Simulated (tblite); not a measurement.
# C5H14OSi2: the cost of one run

The runs use tblite 0.8.0 and PySCF 2.14.0, with density-fitted response routines of our own; the level of theory stands in each step. All values are computed, except where a source is named. Atoms count from 0, in the outputs and in this text.

### Step 1. Starting geometry

22 atoms, charge 0, multiplicity 1; geometry from: force field or distance geometry start.

Bonds of the start (Å): C0–C1 1.54, C1–C2 1.51, C2–C3 1.37, C3–Si4 1.84, C2–Si5 1.90, Si5–C6 1.85, Si5–O7 1.67, C0–H8 1.10, C0–H9 1.08, C0–H10 1.10, C1–H11 1.10, C1–H12 1.08, C3–H13 1.08, Si4–H14 1.48, Si4–H15 1.49, Si4–H16 1.49, Si5–H17 1.49, C6–H18 1.10, C6–H19 1.09, C6–H20 1.10, O7–H21 0.97.

### Step 2. Geometry optimisation with GFN2-xTB

What the job is given:

```
{"job": {"kind": "relax", "xc": "GFN2-xTB", "basis": "xTB"}, "charge": 0, "multiplicity": 1}
C      2.879500    -0.136400     0.333500
C      1.809000    -0.232700    -0.769400
C      0.431700     0.151500    -0.274400
C     -0.028600     1.418600    -0.505700
Si    -1.615800     2.241900    -0.092200
Si    -0.531600    -1.258400     0.553400
C     -2.012600    -1.740200    -0.443100
O     -0.893700    -0.837500     2.125000
H      2.922200     0.877600     0.745800
H      3.853200    -0.377900    -0.069200
H      2.667800    -0.828100     1.156200
H      1.808700    -1.253100    -1.180500
H      2.110800     0.417900    -1.578900
H      0.638400     2.112100    -1.001600
H     -2.675700     1.780400    -1.023200
H     -2.019500     1.903100     1.301500
H     -1.458400     3.715900    -0.220700
H      0.383600    -2.427700     0.619600
H     -2.492800    -2.626700    -0.006200
H     -1.730700    -1.978600    -1.464900
H     -2.764600    -0.939700    -0.462800
H     -1.291400     0.037300     2.256900
```

On the command line:

```console
> OMP_NUM_THREADS=1 python probes_run.py task.json out
```

One launch serves the whole session: the jobs run in the order shown.

**Question.** How long does this first job take on 1 thread of Arm Neoverse N1, shared host, and how much memory does it need?

About 2.1 s, with a peak of 0.18 GiB.
